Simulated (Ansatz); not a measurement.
# GePH2 (quartet): wave-function methods side by side, cc-pVTZ

An exercise on one series of results from a longer session: the logs are not shown, and one member is left open.

The runs use Ansatz 0.2.0, Gaussian basis; cc-pVTZ, core rule «outside noble gas», up to 19 orbitals frozen.

To be run: UHF; CCSD(T) on ROHF; CCSD(T) on UHF; BCCD(T) on ROHF; CCSDT(Q) on ROHF; CCSDT(Q) on UHF; CASSCF and MRCISD+Q, 11 electrons in 10 orbitals; CASSCF and NEVPT2, 11 electrons in 10 orbitals.

5 further runs of the same task are left out: 5 set aside as unsound or not needed.

## The system

The geometry is a PBE0/def2-TZVP stationary point (not a proven minimum) of the parent state, kept for this charge and spin. No spin-orbit coupling is included. The filled d shell of Ge may be among the frozen orbitals whatever the setting's name suggests; the logs give the count.

4 atoms, charge 0, spin multiplicity 4.

Atoms are counted from 1 here; the program's logs count them from 0.

Bond lengths: Ge1–P2 2.195 Å, P2–H3 1.408 Å, P2–H4 1.408 Å. Angles: Ge1–P2–H3 128.2°, Ge1–P2–H4 128.2°, H3–P2–H4 103.7°.

As a file:

```xyz
4

Ge    0.0000    0.0000    0.7020
P     0.0000    0.0000   -1.4925
H     0.0000    1.1073   -2.3623
H     0.0000   -1.1073   -2.3623
```

Set-up of the first run:

in.yaml

```yaml
crystal:
  periodic: [false, false, false]
  atoms:
    - {symbol: Ge, position_ang: [0.000000, 0.000000, 0.701976]}
    - {symbol: P, position_ang: [0.000000, 0.000000, -1.492532]}
    - {symbol: H, position_ang: [0.000000, 1.107306, -2.362335]}
    - {symbol: H, position_ang: [0.000000, -1.107306, -2.362335]}
basis:
  gaussian: {orbitals: cc-pVTZ}
magnetization: {spin_polarized: true, initial_magnetization: 3}
hamiltonian: {xc: hf}
output: {orbitals: {seedname: orbitals}}
```

Command:

```sh
ansatz run in.yaml --threads 1 --pin off --events-out ev --progress --plain --max-ram 2816MiB --backend cpu
```

Steps of the session up to this table: UHF; CCSD(T) on ROHF; CCSD(T) on UHF; BCCD(T) on ROHF; CCSDT(Q) on ROHF; CCSDT(Q) on UHF; CASSCF and MRCISD+Q, 11 electrons in 10 orbitals; CASSCF and NEVPT2, 11 electrons in 10 orbitals.

One of the session's tables, all rows but one given; the rest of the session is left out.

```
          method  from UCCSDT(Q) (kJ/mol)
            ROHF                   +693.1
             UHF                   +665.4
            RMP2                   +122.7
            UMP2                   +130.4
           RCCSD                        ?
           UCCSD                    +32.2
        RCCSD(T)                     +6.2
        UCCSD(T)                     +5.6
         BCCD(T)                     +6.2
          RCCSDT                     +2.2
          UCCSDT                     +1.3
       RCCSDT(Q)                     +0.9
       UCCSDT(Q)                        0
  CASSCF valence                   +553.5
  NEVPT2 valence                   +136.1
  MRCISD valence                    +60.6
MRCISD+Q valence                    +12.0
```

Q: Estimate the row for RCCSD from the others.

**Answer.** from UCCSDT(Q) (kJ/mol): +33.8. In the column «from UCCSDT(Q) (kJ/mol)» it lies between UCCSD (+32.2) and MRCISD valence (+60.6).

Among the levels timed on like hardware and quicker than the yardstick, those that no quicker one beats, quickest first: NEVPT2 valence (5.5 s, +136.1 kJ/mol); MRCISD+Q valence (7.5 s, +12.0 kJ/mol); RCCSD(T) (8 s, +6.2 kJ/mol); UCCSD(T) (9.5 s, +5.6 kJ/mol).

Limits of these values: Of the multireference levels listed MRCISD+Q valence comes nearest in total energy (+12.0 kJ/mol), which doesn't show that its space is the better one. Restricted and unrestricted rows rest on different reference determinants; where their highest levels disagree by more than a few hundredths of an eV, they describe different states and don't form one ladder.
